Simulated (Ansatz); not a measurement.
**FH2InO2: up Jacob's ladder to CCSD(T)**

The task here is to estimate one member of a computed series from the others.

Program: Ansatz 0.2.0, Gaussian basis. Level of theory: functionals in def2-TZVPP, the program's frozen cores in correlated methods. These are calculated values, not measurements.

The runs, in order: PBE-D4, r2SCAN-D4, PBE0-D4, B3LYP-D4, ωB97X-V, ωB97M-V, B2PLYP; CCSD(T)/def2-TZVPP; CCSD(T)/def2-QZVPP; extrapolation to the limit.

**The relaxed structure**

All runs share one geometry, relaxed beforehand with PBE0-D4 in a triple-zeta def2 set. In takes the def2 core potential; no spin-orbit term is included.

SMILES `[OH][In]([OH])[F]`, 6 atoms, charge 0, spin multiplicity 1.

Atoms are counted from 1 here; the program's logs count them from 0.

Bond lengths: O1–In2 1.956 Å, O1–H5 0.962 Å, In2–O3 1.956 Å, In2–F4 1.954 Å, O3–H6 0.962 Å. Angles: In2–O1–H5 110.8°, O1–In2–O3 128.5°, O1–In2–F4 115.8°, O3–In2–F4 115.8°, In2–O3–H6 110.8°.

Geometry (Å):

```mol
FH2InO2
  3D, bonds by distance, orders not assigned

  6  5  0  0  0  0  0  0  0  0999 V2000
   -1.4865    0.9182    0.8596 O   0  0
    0.0117    0.0118   -0.0124 In  0  0
    0.5523   -1.8624    0.1353 O   0  0
    1.1115    1.1234   -1.1839 F   0  0
   -1.5177    1.8456    0.6065 H   0  0
    1.3287   -2.0367   -0.4050 H   0  0
  1  2  8  0
  2  3  8  0
  2  4  8  0
  1  5  8  0
  3  6  8  0
M  END
```

The first run:

File in.yaml:

```yaml
crystal:
  periodic: [false, false, false]
  atoms:
    - {symbol: O, position_ang: [-1.486456, 0.918217, 0.859632]}
    - {symbol: In, position_ang: [0.011700, 0.011803, -0.012423]}
    - {symbol: O, position_ang: [0.552297, -1.862355, 0.135276]}
    - {symbol: F, position_ang: [1.111490, 1.123442, -1.183910]}
    - {symbol: H, position_ang: [-1.517739, 1.845629, 0.606470]}
    - {symbol: H, position_ang: [1.328707, -2.036747, -0.405035]}
basis:
  gaussian: {orbitals: def2-TZVPP}
hamiltonian: {xc: pbe, dispersion: d4}
output: {forces: true, orbitals: {seedname: orbitals}}
```

On the command line:

```sh
$ ansatz run in.yaml --threads 2 --pin off --events-out ev --progress --plain --max-ram 32768MiB --backend cpu
```

Among the steps run: PBE-D4 (GGA); r2SCAN-D4 (meta-GGA); PBE0-D4 (hybrid); B3LYP-D4 (hybrid); ωB97X-V (range-separated); ωB97M-V (range-separated); B2PLYP (double hybrid); CCSD(T) in def2-TZVPP; CCSD(T) in def2-QZVPP.

One of the session's tables, all rows but one given; the rest of the session is left out.

It belongs to the step «Atomisation energies». 

| method | atoms, summed (eV) | atomisation energy (kcal/mol) |
| --- | --- | --- |
| PBE-D4 | -11994.916 | 476.1 |
| r2SCAN-D4 | -12000.934 | 464.6 |
| PBE0-D4 | -11995.580 | 453.0 |
| B3LYP-D4 | -12004.402 | 455.2 |
| ωB97X-V | -11999.053 | 465.7 |
| ωB97M-V | -11998.825 | 463.8 |
| B2PLYP | -11992.669 | 456.6 |
| HF/def2-TZVPP | -11952.675 | 287.2 |
| MP2/def2-TZVPP | -11972.527 | 472.1 |
| CCSD/def2-TZVPP | -11973.693 | 439.7 |
| CCSD(T)/def2-TZVPP | -11974.111 | 451.7 |
| MP2/CBS | -11984.171 | 493.0 |
| CCSD(T)/CBS | ? | ? |

**Question.** Estimate the row for CCSD(T)/CBS.

**Answer.** atoms, summed (eV): -11985.754; atomisation energy (kcal/mol): 472.5. In the column «atoms, summed (eV)» it lies between B2PLYP (-11992.669) and MP2/CBS (-11984.171).
